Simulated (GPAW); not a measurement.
Here is a GPAW 26.7.0 calculation.

The input run.py:

```python
from ase import Atoms
from ase.dft.bandgap import bandgap
from ase.io import write
from ase.units import GPa
from ase.parallel import parprint
from gpaw import GPAW, PW

atoms = Atoms(['Ni', 'Mo', 'Pd', 'Ir', 'W'],
              cell=[[-1.37004, 1.37004, 9.71647],
                    [1.37004, -1.37004, 9.71647],
                    [1.37004, 1.37004, -9.71647]],
              scaled_positions=[[0.19862, 0.19862, 0.0],
                                [0.60922, 0.60922, 0.0],
                                [0.7931, 0.7931, 0.0],
                                [0.39944, 0.39944, 0.0],
                                [0.99565, 0.99565, 0.0]],
              pbc=True)
atoms.set_initial_magnetic_moments([1.0, 1.0, 0.0, 0.6, 0.0])

calc = GPAW(mode=PW(600),
            xc='PBE',
            kpts={'size': (10, 10, 10), 'gamma': True},
            occupations={'name': 'fermi-dirac', 'width': 0.05},
            nbands=64,
            convergence={'density': 1e-05, 'energy': 1e-05},
            maxiter=150,
            txt='gpaw.txt')
atoms.calc = calc
energy = atoms.get_potential_energy()
forces = atoms.get_forces()
stress = atoms.get_stress()
calc.write('gs.gpw')
write('result.traj', atoms)
parprint(f'Energy: {energy:.6f} eV')
parprint('Forces (eV/A):')
parprint(forces.round(4))
parprint('Stress (GPa):', (stress / GPa).round(3))
parprint('Moments:', calc.get_magnetic_moments().round(3))
parprint('Fermi level:', round(calc.get_fermi_level(), 4), 'eV')
parprint(f'Gap: {bandgap(calc)[0]:.4f} eV, direct: {bandgap(calc, direct=True)[0]:.4f} eV')
```

Potentials or basis: GPAW PAW data sets (gpaw-data 1.2.1), pw.

The run is started by

```sh
$ OMP_NUM_THREADS=1 mpirun -n 4 gpaw python run.py
```

Estimate the pressure.

-0.1 GPa.

Estimate the band gap on the k mesh.

none (metal or under the smearing width).

Stress tensor (GPa, compression positive):
```
-0.43  0.00  0.00
 0.00 -0.43  0.00
 0.00  0.00  0.45
```

Caveat: the stock nickel data set gives pressures a few GPa off other programs; the program warned that so skewed a cell can give wrong results. Spin-orbit coupling is left out, which matters for the levels of Ir, W.
